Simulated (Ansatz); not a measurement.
**BFH₂O₂: ionisation energy by level of theory**

One table from this session's results is given with a row withheld; the runs are named, their logs left out.

The runs use Ansatz 0.2.0, Gaussian basis; unrestricted cation, the program's frozen cores in correlated methods.

Plan: UKS PBE-D4/def2-TZVPP; UKS r2SCAN-D4/def2-TZVPP; UKS PBE0-D4/def2-TZVPP; UKS B3LYP-D4/def2-TZVPP; UKS wB97X-V/def2-TZVPP; UKS wB97M-V/def2-TZVPP; UKS B2PLYP/def2-TZVPP; UHF-CCSD(T)/def2-TZVPP; UHF-MP2/def2-QZVPP; extrapolation to the limit; then −ε(HOMO) from the neutral's earlier runs with LDA (SPW92), PBE-D4, revPBE-D4, BLYP-D4, r2SCAN-D4, B97M-V, PBE0-D4, B3LYP-D4, r2SCANh-D4, r2SCAN0-D4, HSE06-D4, BHLYP-D4, CAM-B3LYP-D4, LC-ωPBE, ωB97X-V, ωB97M-V.

## The relaxed structure

An earlier PBE0-D4 in a triple-zeta def2 set relaxation fixed the geometry.

SMILES `OB(O)F`, 6 atoms, charge 0, spin multiplicity 1.

Atoms are counted from 1 here; the program's logs count them from 0.

Bond lengths: O1–B2 1.360 Å, O1–H5 0.960 Å, B2–O3 1.352 Å, B2–F4 1.333 Å, O3–H6 0.960 Å. Angles: B2–O1–H5 113.1°, O1–B2–O3 121.6°, O1–B2–F4 120.5°, O3–B2–F4 117.9°, B2–O3–H6 112.5°.

The first run:

The input, in.yaml:

```yaml
crystal:
  periodic: [false, false, false]
  atoms:
    - {symbol: O, position_ang: [-0.477531, 0.971031, -0.208425]}
    - {symbol: B, position_ang: [-0.023843, -0.307502, -0.106485]}
    - {symbol: O, position_ang: [0.989372, -0.635178, 0.726051]}
    - {symbol: F, position_ang: [-0.573084, -1.280620, -0.833162]}
    - {symbol: H, position_ang: [-1.198901, 1.066081, -0.834258]}
    - {symbol: H, position_ang: [1.325987, 0.122188, 1.209980]}
basis:
  gaussian: {orbitals: def2-TZVPP}
total_charge: 1
magnetization: {spin_polarized: true, initial_magnetization: 1}
hamiltonian: {xc: pbe, dispersion: d4}
```

Steps of the session up to this table: Cation, UKS PBE-D4/def2-TZVPP; Cation, UKS r2SCAN-D4/def2-TZVPP; Cation, UKS PBE0-D4/def2-TZVPP; Cation, UKS B3LYP-D4/def2-TZVPP; Cation, UKS wB97X-V/def2-TZVPP; Cation, UKS wB97M-V/def2-TZVPP; Cation, UKS B2PLYP (frozen core)/def2-TZVPP; Cation, UHF-CCSD(T)/def2-TZVPP; Cation, UHF-MP2/def2-QZVPP.

One table of the session follows, with a row left open; its other results are not shown here.

It belongs to the step «Ionisation energies side by side». Orbital estimates, from the neutral's runs:

| functional | −ε(HOMO) (eV) |
| --- | --- |
| LDA (SPW92) | ? |
| PBE-D4 | 7.97 |
| revPBE-D4 | 7.89 |
| BLYP-D4 | 7.88 |
| r2SCAN-D4 | 8.38 |
| B97M-V | 8.45 |
| PBE0-D4 | 9.74 |
| B3LYP-D4 | 9.46 |
| r2SCANh-D4 | 9.04 |
| r2SCAN0-D4 | 10.04 |
| HSE06-D4 | 9.32 |
| BHLYP-D4 | 11.46 |
| CAM-B3LYP-D4 | 11.28 |
| LC-ωPBE | 12.66 |
| ωB97X-V | 12.28 |
| ωB97M-V | 12.21 |

Estimate the missing values for LDA (SPW92).

As computed: −ε(HOMO) (eV): 8.19. In the column «−ε(HOMO) (eV)» it lies between PBE-D4 (7.97) and r2SCAN-D4 (8.38).
